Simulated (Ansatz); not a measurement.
# C3H9ClO2SeSi: how energies converge with the basis set

Aim: see how fast density functionals converge with the basis set for C3H9ClO2SeSi.

Method: one geometry, several basis sets; program: Ansatz 0.2.0, Gaussian basis.

Levels to be run: PBE0-D4/def2-SVP; ωB97M-V/def2-SVP; PBE0-D4/def2-QZVPP; ωB97M-V/def2-QZVPP; the functionals' def2-TZVPP values are taken from earlier runs.

1 further run of the same task is left out (it didn't finish).

## (1) The geometry

An earlier PBE0-D4 in a triple-zeta def2 set relaxation fixed the geometry.

SMILES `CO[Si](Cl)(OC)[Se]C`, 17 atoms, charge 0, spin multiplicity 1.

Atoms are counted from 1 here; the program's logs count them from 0.

Bond lengths: C1–O2 1.415 Å, C1–H9 1.094 Å, C1–H10 1.095 Å, C1–H11 1.091 Å, O2–Si3 1.629 Å, Si3–Cl4 2.050 Å, Si3–O5 1.621 Å, Si3–Se7 2.245 Å, O5–C6 1.414 Å, C6–H12 1.090 Å, C6–H13 1.093 Å, C6–H14 1.094 Å, Se7–C8 1.960 Å, C8–H15 1.088 Å, C8–H16 1.088 Å, C8–H17 1.088 Å. Angles: O2–C1–H9 111.0°, O2–C1–H10 111.3°, O2–C1–H11 107.9°, H9–C1–H10 108.6°, H9–C1–H11 108.9°, H10–C1–H11 109.2°, C1–O2–Si3 123.6°, O2–Si3–Cl4 102.8°, O2–Si3–O5 113.7°, O2–Si3–Se7 112.8°, Cl4–Si3–O5 110.7°, Cl4–Si3–Se7 112.7°, O5–Si3–Se7 104.4°, Si3–O5–C6 125.8°, O5–C6–H12 107.8°, O5–C6–H13 110.9°, O5–C6–H14 111.3°, H12–C6–H13 109.0° and more.

## (2) PBE0-D4 in def2-SVP

in.yaml

```yaml
crystal:
  periodic: [false, false, false]
  atoms:
    - {symbol: C, position_ang: [0.022535, 2.026420, -0.491235]}
    - {symbol: O, position_ang: [-0.331929, 1.040871, 0.459791]}
    - {symbol: Si, position_ang: [0.065199, -0.532620, 0.319833]}
    - {symbol: Cl, position_ang: [-0.797034, -1.367151, 1.981446]}
    - {symbol: O, position_ang: [1.663803, -0.802765, 0.306985]}
    - {symbol: C, position_ang: [2.554204, -0.548112, 1.375492]}
    - {symbol: Se, position_ang: [-0.671860, -1.448623, -1.593010]}
    - {symbol: C, position_ang: [-2.556841, -1.002675, -1.293165]}
    - {symbol: H, position_ang: [1.090425, 2.257453, -0.435935]}
    - {symbol: H, position_ang: [-0.211435, 1.699411, -1.509554]}
    - {symbol: H, position_ang: [-0.546132, 2.929078, -0.265162]}
    - {symbol: H, position_ang: [3.559615, -0.802747, 1.039855]}
    - {symbol: H, position_ang: [2.303345, -1.160225, 2.245996]}
    - {symbol: H, position_ang: [2.533519, 0.506196, 1.667232]}
    - {symbol: H, position_ang: [-2.927122, -1.531364, -0.417844]}
    - {symbol: H, position_ang: [-3.092050, -1.334721, -2.180519]}
    - {symbol: H, position_ang: [-2.677241, 0.071173, -1.170004]}
basis:
  gaussian: {orbitals: def2-SVP}
hamiltonian: {xc: pbe0, dispersion: d4}
output: {orbitals: {seedname: orbitals}}
```

The runs that follow: ωB97M-V in def2-SVP; PBE0-D4 in def2-QZVPP; ωB97M-V in def2-QZVPP.

**Question.** What will the summary of the whole plan be? Wanted: PBE0-D4: double and triple zeta above quadruple; ωB97M-V: double and triple zeta above quadruple.

The runs gave:

| quantity | value |
| --- | --- |
| PBE0-D4: double and triple zeta above quadruple | 26.41, 2.44 eV |
| ωB97M-V: double and triple zeta above quadruple | 26.55, 2.35 eV |

**Reading.** For PBE0-D4 the step from double to triple zeta gains 23.98 eV and the next only 2.44 eV. Total energies overstate the basis error of differences, where much of it tends to cancel. The LUMO of ωB97M-V is positive and keeps falling with the basis (2.33 to 1.42 eV): an unbound level that the basis holds in place.
